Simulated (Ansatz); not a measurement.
# TiCl+ (septet): from Hartree-Fock to the top rungs, def2-TZVPP

One table from this session's results is given with a row withheld; the runs are named, their logs left out.

Method: def2-TZVPP, core rule «outside noble gas», up to 14 orbitals frozen; program: Ansatz 0.2.0, Gaussian basis.

Plan: UHF; ROHF; CCSD(T) on UHF.

**What is computed**

The geometry is a PBE0/def2-TZVP stationary point (not a proven minimum) of the parent state, kept for this charge and spin.

2 atoms, charge 1, spin multiplicity 7.

Atoms are counted from 1 here; the program's logs count them from 0.

No contacts short enough for the rule that draws bonds.

The first run:

Contents of in.yaml:

```yaml
crystal:
  periodic: [false, false, false]
  atoms:
    - {symbol: Ti, position_ang: [0.000000, 0.000000, 0.000000]}
    - {symbol: Cl, position_ang: [0.000000, 0.000000, 3.280600]}
basis:
  gaussian: {orbitals: def2-TZVPP}
total_charge: 1
magnetization: {spin_polarized: true, initial_magnetization: 6}
hamiltonian: {xc: hf}
output: {orbitals: {seedname: orbitals}}
```

The run is started by

```console
$ ansatz run in.yaml --threads 1 --pin off --events-out ev --progress --plain --max-ram 2816MiB --backend cpu
```

Steps of the session up to this table: UHF; ROHF; CCSD(T) on UHF.

One table of the session follows, with a row left open; its other results are not shown here.

```
  method  from UCCSD(T) (kJ/mol)
    ROHF                       ?
     UHF                  +525.8
    UMP2                  +104.4
   UCCSD                   +15.7
UCCSD(T)                       0
```

Q: Estimate the row for ROHF from the others.

The run gave: from UCCSD(T) (kJ/mol): +552.7. In the column «from UCCSD(T) (kJ/mol)» it is the highest.
